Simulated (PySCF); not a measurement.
# AlPH3Cl3: magnetic properties

Computed with PySCF 2.14.0 and routines of our own; the level stands in each step. Atoms count from 0.

## Step 1: The starting structure

8 atoms, charge 0, multiplicity 1; geometry from: GFN2-xTB.

## Step 2: Magnetic properties: GIAO B3LYP/def2-SVP

What the job is given:

```
{"job": {"kind": "mag", "xc": "B3LYP", "basis": "def2-SVP"}, "charge": 0, "multiplicity": 1}
Al    -0.005670     0.010530    -1.472940
P     -0.000260    -0.002280     1.138270
H      0.673000     0.969750     1.851860
H      0.524840    -1.081620     1.821780
H     -1.177870     0.071990     1.855830
Cl     2.025700    -0.026690    -1.728300
Cl    -0.988860     1.788110    -1.731470
Cl    -1.050870    -1.729800    -1.735030
```

Method: GIAO B3LYP/def2-SVP magnetisability, rotational g tensor and spin-rotation constants, non-relativistic, gas phase.

The run is started by

```sh
> OMP_NUM_THREADS=1 python excited_run.py task.json out
```

The driver reads the jobs from task.json and runs them one after another.

Q: Estimate the wall time and peak memory of this first job on 1 thread of Arm Neoverse V1, shared host.

About 9.8 s, with a peak of 0.51 GiB.
